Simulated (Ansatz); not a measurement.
# CH2Cl2OSi: shape, modes and thermochemistry

Aim: relax CH2Cl2OSi from a cheap starting geometry, check the end point by its vibrations and derive ideal-gas thermochemistry.

Method: RKS PBE0-D4/def2-TZVP; program: Ansatz 0.2.0, Gaussian basis.

Plan: relaxation at PBE-D4/def2-SVP; relaxation at PBE0-D4/def2-TZVP; harmonic vibrations at the same level.

1 further run of the same task is left out (set aside as unsound or not needed).

## Step 1: The system as given

7 atoms, charge 0, spin multiplicity 1.

Atoms are counted from 1 here; the program's logs count them from 0.

Bond lengths: Cl1–C2 1.749 Å, C2–Cl3 1.750 Å, C2–O4 1.484 Å, C2–Si5 1.852 Å, O4–Si5 1.711 Å, Si5–H6 1.515 Å, Si5–H7 1.477 Å. Angles: Cl1–C2–Cl3 113.8°, Cl1–C2–O4 119.0°, Cl1–C2–Si5 119.8°, Cl3–C2–O4 117.7°, Cl3–C2–Si5 116.1°, O4–C2–Si5 60.5°, C2–O4–Si5 70.4°, C2–Si5–O4 49.1°, C2–Si5–H6 120.3°, C2–Si5–H7 121.4°, O4–Si5–H6 107.6°, O4–Si5–H7 106.2°, H6–Si5–H7 117.9°.

As a file:

```mol
CH2Cl2OSi
  3D, bonds by distance, orders not assigned

  7  7  0  0  0  0  0  0  0  0999 V2000
   -0.6365   -1.4130    1.7422 Cl  0  0
    0.1386   -0.8360    0.2846 C   0  0
    0.4046   -2.0822   -0.9147 Cl  0  0
    1.1467    0.2488    0.3872 O   0  0
   -0.2663    0.8495   -0.3670 Si  0  0
   -0.8625    1.8992    0.5479 H   0  0
    0.1366    1.2657   -1.7259 H   0  0
  1  2  8  0
  2  3  8  0
  2  4  8  0
  4  5  8  0
  5  6  8  0
  5  7  8  0
  2  5  8  0
M  END
```

The start is a force-field geometry with small random shifts, so a cheaper pass at PBE-D4/def2-SVP comes first.

## Step 2: Relaxation at PBE-D4/def2-SVP (cheap first pass)

in.yaml reads:

```yaml
crystal:
  periodic: [false, false, false]
  atoms:
    - {symbol: Cl, position_ang: [-0.636500, -1.413000, 1.742200]}
    - {symbol: C, position_ang: [0.138600, -0.836000, 0.284600]}
    - {symbol: Cl, position_ang: [0.404600, -2.082200, -0.914700]}
    - {symbol: O, position_ang: [1.146700, 0.248800, 0.387200]}
    - {symbol: Si, position_ang: [-0.266300, 0.849500, -0.367000]}
    - {symbol: H, position_ang: [-0.862500, 1.899200, 0.547900]}
    - {symbol: H, position_ang: [0.136600, 1.265700, -1.725900]}
basis:
  gaussian: {orbitals: def2-SVP}
hamiltonian: {xc: pbe, dispersion: d4}
relax: {f_tol: 0.03, max_steps: 200}
```

Command:

```
ansatz run in.yaml --threads 2 --pin off --events-out ev --progress --plain --max-ram 4352MiB
```

Output, cut to the lines that bear on the results:

```text
Functional definition: PBE
  name "PBE"
  cite "Perdew, Burke & Ernzerhof, Phys. Rev. Lett. 77, 3865 (1996) doi:10.1103/PhysRevLett.77.3865"
  parent pbe
[...]
1003 factors; their error is unknown
[...]
mean field -36007.82880874 eV, -1323.2633017383 hartree, gradient 3.4e-5 eV, S^2 0.000000; 0 other end points of the search recorded, 0 dependent functions left out
[...]
reference -36007.82883746 eV, -1323.2633027937 hartree; 32, 32 occupied and 60, 60 virtual orbitals, 1003 factors
relax step   1: F+E_penalty+E_count = -36008.04927905 eV  Δ(F+E_penalty+E_count) = +0.000e0 eV  max|allowed force component| = 2.355e0 eV/Å  Δτ_max = 0.0000 Å  (27 SCF iters, accepted)
[...]
relax step   6: F+E_penalty+E_count = -36008.40583584 eV  Δ(F+E_penalty+E_count) = -9.664e-4 eV  max|allowed force component| = 1.022e-1 eV/Å  Δτ_max = 0.0060 Å  (30 SCF iters, accepted)
[...]
relax step   7: F+E_penalty+E_count = -36008.40644583 eV  Δ(F+E_penalty+E_count) = -6.100e-4 eV  max|allowed force component| = 1.729e-2 eV/Å  Δτ_max = 0.0064 Å  (30 SCF iters, accepted)
1003 factors; their error is unknown
[...]
mean field -36008.18782074 eV, -1323.2764951857 hartree, gradient 1.9e-5 eV, S^2 0.000000; 1 other end points of the search recorded, 0 dependent functions left out
[...]
reference -36008.18784987 eV, -1323.2764962563 hartree; 32, 32 occupied and 60, 60 virtual orbitals, 1003 factors
Total energy: -36008.40647497 eV, -1323.2845305805 hartree
Atom 0 at    -0.616481    -1.429471     1.759215 Å, force    -0.000110     0.004332    -0.001345 eV/Å
Atom 1 at     0.091656    -0.799889     0.241199 Å, force     0.000761    -0.005810    -0.005406 eV/Å
Atom 2 at     0.473799    -2.138869    -0.883745 Å, force    -0.002394     0.004717     0.002068 eV/Å
Atom 3 at     1.139371     0.105476     0.429695 Å, force     0.017294    -0.006790     0.009895 eV/Å
Atom 4 at    -0.196602     0.928984    -0.343882 Å, force    -0.014893     0.006494    -0.006700 eV/Å
Atom 5 at    -0.883651     1.939994     0.513070 Å, force    -0.000820    -0.001516     0.000034 eV/Å
Atom 6 at     0.053108     1.325774    -1.761251 Å, force     0.000163    -0.001428     0.001454 eV/Å
Dipole moment:    -0.269516     0.494276    -0.243650 e Å
```

Run time: 14 s. Hardware: 2 threads of Arm Neoverse V1, shared host.

Step by step:

```tsv
step	energy from step 1 (eV)	largest force component (eV/Å)
1	0.0000	2.3546
2	-0.2335	1.7253
3	-0.3282	0.7532
4	-0.3498	0.3866
5	-0.3556	0.1532
6	-0.3566	0.1022
7	-0.3572	0.0173
```

Distances of close pairs at the start and the end, largest changes first:

```tsv
bond	before (Å)	after (Å)	change (Å)
C2–O4	1.484	1.397	-0.087
Cl1–C2	1.749	1.789	+0.041
C2–Cl3	1.750	1.790	+0.040
O4–Si5	1.711	1.750	+0.039
Si5–H6	1.515	1.493	-0.022
Si5–H7	1.477	1.493	+0.016
C2–Si5	1.852	1.848	-0.004
```

## Step 3: Geometry optimisation, PBE0-D4/def2-TZVP

in.yaml reads:

```yaml
crystal:
  periodic: [false, false, false]
  atoms:
    - {symbol: Cl, position_ang: [-0.616481, -1.429471, 1.759215]}
    - {symbol: C, position_ang: [0.091656, -0.799889, 0.241199]}
    - {symbol: Cl, position_ang: [0.473799, -2.138869, -0.883745]}
    - {symbol: O, position_ang: [1.139371, 0.105476, 0.429695]}
    - {symbol: Si, position_ang: [-0.196602, 0.928984, -0.343882]}
    - {symbol: H, position_ang: [-0.883651, 1.939994, 0.513070]}
    - {symbol: H, position_ang: [0.053108, 1.325774, -1.761251]}
basis:
  gaussian: {orbitals: def2-TZVP}
hamiltonian: {xc: pbe0, dispersion: d4}
relax: {f_tol: 0.005, max_steps: 150}
```

The command is unchanged.

Output, cut to the lines that bear on the results:

```text
Functional definition: PBE0
  name "PBE0"
  cite "Adamo & Barone, J. Chem. Phys. 110, 6158 (1999) doi:10.1063/1.478522"
  cite "Perdew, Burke & Ernzerhof, Phys. Rev. Lett. 77, 3865 (1996) doi:10.1103/PhysRevLett.77.3865"
  parent pbe
[...]
1223 factors; their error is unknown
[...]
mean field -36026.04276192 eV, -1323.9326521715 hartree, gradient 4.1e-5 eV, S^2 0.000000; 0 other end points of the search recorded, 0 dependent functions left out
[...]
reference -36026.04279289 eV, -1323.9326533099 hartree; 32, 32 occupied and 153, 153 virtual orbitals, 1223 factors
relax step   1: F+E_penalty+E_count = -36026.22730770 eV  Δ(F+E_penalty+E_count) = +0.000e0 eV  max|allowed force component| = 1.016e0 eV/Å  Δτ_max = 0.0000 Å  (28 SCF iters, accepted)
[...]
reference -36026.11783845 eV, -1323.9354111834 hartree; 32, 32 occupied and 153, 153 virtual orbitals, 1223 factors
Total energy: -36026.30387634 eV, -1323.9422479497 hartree
Atom 0 at    -0.604775    -1.407716     1.732324 Å, force     0.000087     0.000096    -0.000057 eV/Å
Atom 1 at     0.067000    -0.794549     0.228800 Å, force     0.000083    -0.000508     0.000081 eV/Å
Atom 2 at     0.467786    -2.107708    -0.867944 Å, force     0.000020     0.000119     0.000096 eV/Å
Atom 3 at     1.123753     0.117728     0.419098 Å, force    -0.000480     0.000193    -0.000234 eV/Å
Atom 4 at    -0.158911     0.918654    -0.325609 Å, force    -0.000014     0.000161    -0.000037 eV/Å
Atom 5 at    -0.878518     1.904144     0.503121 Å, force     0.000195    -0.000067    -0.000032 eV/Å
Atom 6 at     0.044866     1.301446    -1.735490 Å, force     0.000109     0.000007     0.000183 eV/Å
Dipole moment:    -0.269316     0.544835    -0.257757 e Å
```

Run time: 50 s. Hardware: 2 threads of Arm Neoverse V1, shared host; peak memory 0.49 GiB.

The steps of the relaxation:

```tsv
step	energy from step 1 (eV)	largest force component (eV/Å)
1	0.0000	1.0160
2	-0.0477	0.6559
3	-0.0713	0.3573
4	-0.0749	0.2133
5	-0.0763	0.0797
6	-0.0765	0.0051
7	-0.0765	0.0066
8	-0.0765	0.0005
```

Close pairs (by a distance rule), those that changed most:

```tsv
bond	before (Å)	after (Å)	change (Å)
O4–Si5	1.750	1.686	-0.064
C2–Si5	1.848	1.815	-0.033
C2–Cl3	1.790	1.757	-0.033
Cl1–C2	1.789	1.757	-0.032
Si5–H7	1.493	1.475	-0.018
Si5–H6	1.493	1.475	-0.018
C2–O4	1.397	1.409	+0.011
```

Mulliken charges of the relaxed molecule (report file):

```tsv
atom	value (e)
Cl1	-0.09
C2	0.10
Cl3	-0.09
O4	-0.31
Si5	0.35
H6	0.02
H7	0.02
```

## Step 4: Vibrations by finite differences

in.yaml reads:

```yaml
crystal:
  periodic: [false, false, false]
  atoms:
    - {symbol: Cl, position_ang: [-0.604775, -1.407716, 1.732324]}
    - {symbol: C, position_ang: [0.067000, -0.794549, 0.228800]}
    - {symbol: Cl, position_ang: [0.467786, -2.107708, -0.867944]}
    - {symbol: O, position_ang: [1.123753, 0.117728, 0.419098]}
    - {symbol: Si, position_ang: [-0.158911, 0.918654, -0.325609]}
    - {symbol: H, position_ang: [-0.878518, 1.904144, 0.503121]}
    - {symbol: H, position_ang: [0.044866, 1.301446, -1.735490]}
basis:
  gaussian: {orbitals: def2-TZVP}
hamiltonian: {xc: pbe0, dispersion: d4}
phonons: {temperatures: {t_min: 298.15, t_max: 900, t_step: 200}}
```

Same command.

Output, cut to the lines that bear on the results:

```text
Functional definition: PBE0
  name "PBE0"
  cite "Adamo & Barone, J. Chem. Phys. 110, 6158 (1999) doi:10.1063/1.478522"
  cite "Perdew, Burke & Ernzerhof, Phys. Rev. Lett. 77, 3865 (1996) doi:10.1103/PhysRevLett.77.3865"
  parent pbe
[...]
1223 factors; their error is unknown
[...]
mean field -36026.11780736 eV, -1323.9354100409 hartree, gradient 3.9e-5 eV, S^2 0.000000; 0 other end points of the search recorded, 0 dependent functions left out
[...]
reference -36026.11783801 eV, -1323.9354111670 hartree; 32, 32 occupied and 153, 153 virtual orbitals, 1223 factors
[...]
1223 factors; their error is unknown
mean field -36026.11778022 eV, -1323.9354090436 hartree, gradient 2.9e-6 eV, S^2 0.000000; 0 other end points of the search recorded, 0 dependent functions left out
[...]
reference -36026.11781087 eV, -1323.9354101696 hartree; 32, 32 occupied and 153, 153 virtual orbitals, 1223 factors
[...]
Total energy: -36026.30387590 eV, -1323.9422479333 hartree
Atom 0 at    -0.604775    -1.407716     1.732324 Å, force     0.000081     0.000092    -0.000047 eV/Å
Atom 1 at     0.067000    -0.794549     0.228800 Å, force     0.000069    -0.000503     0.000079 eV/Å
Atom 2 at     0.467786    -2.107708    -0.867944 Å, force     0.000023     0.000117     0.000090 eV/Å
Atom 3 at     1.123753     0.117728     0.419098 Å, force    -0.000466     0.000203    -0.000235 eV/Å
Atom 4 at    -0.158911     0.918654    -0.325609 Å, force    -0.000010     0.000150    -0.000043 eV/Å
Atom 5 at    -0.878518     1.904144     0.503121 Å, force     0.000194    -0.000066    -0.000032 eV/Å
Atom 6 at     0.044866     1.301446    -1.735490 Å, force     0.000108     0.000008     0.000188 eV/Å
Dipole moment:    -0.269317     0.544835    -0.257757 e Å
Vibrations: 166.69 251.68 337.14 358.99 474.38 489.10 634.48 653.32 762.29 824.12 941.10 953.56 1110.51 2273.04 2300.30 cm⁻¹, zero-point energy 0.776805 eV
```

Run time: 3.1 min. Hardware: 2 threads of Arm Neoverse V1, shared host; peak memory 0.49 GiB.

Motions are named by where the mode's potential energy lies. The modes, unscaled (a negative number is an imaginary wavenumber):

```tsv
mode	cm⁻¹	motion
1	167	bend
2	252	bend
3	337	bend
4	359	bend
5	474	C–Cl stretch with bend
6	489	bend
7	634	bend
8	653	bend
9	762	bend with Si–O stretch
10	824	C–Cl stretch
11	941	bend
12	954	bend
13	1111	C–O and Si–C stretch
14	2273	Si–H stretch
15	2300	Si–H stretch
```

Ideal gas, rigid rotor and harmonic oscillator at 298.15 K and 1 bar, with symmetry number 1:

```tsv
term	value
zero-point energy	75.0 kJ/mol
H(298) − E	92.4 kJ/mol
entropy, translation	169.5 J/(mol K)
entropy, rotation	116.4 J/(mol K)
entropy, vibration	39.5 J/(mol K)
entropy, total	325.3 J/(mol K)
```

## Step 5: Results

| quantity | value |
| --- | --- |
| point group | Cs |
| steps | 7 + 8 |
| shift from the start (rms) | 0.098 Å |
| total energy | -36026.3039 eV |
| dispersion term | -186 meV |
| dipole moment | 3.17 D |
| lowest, highest wavenumber | 167, 2300 cm⁻¹ |
| zero-point energy | 75.0 kJ/mol |
| entropy at 298.15 K | 325.3 J/(mol K) |

**Reading.** The atoms moved 0.10 Å (rms) from the start; the bond that changed most is C2–O4, from 1.484 to 1.409 Å. All wavenumbers are real, so the end point is a minimum. The stiffest mode, 2300 cm⁻¹, is an Si–H stretch. Harmonic hybrid wavenumbers usually lie a few per cent above measured fundamentals. The largest Mulliken charge, +0.35 e, sits on Si5.
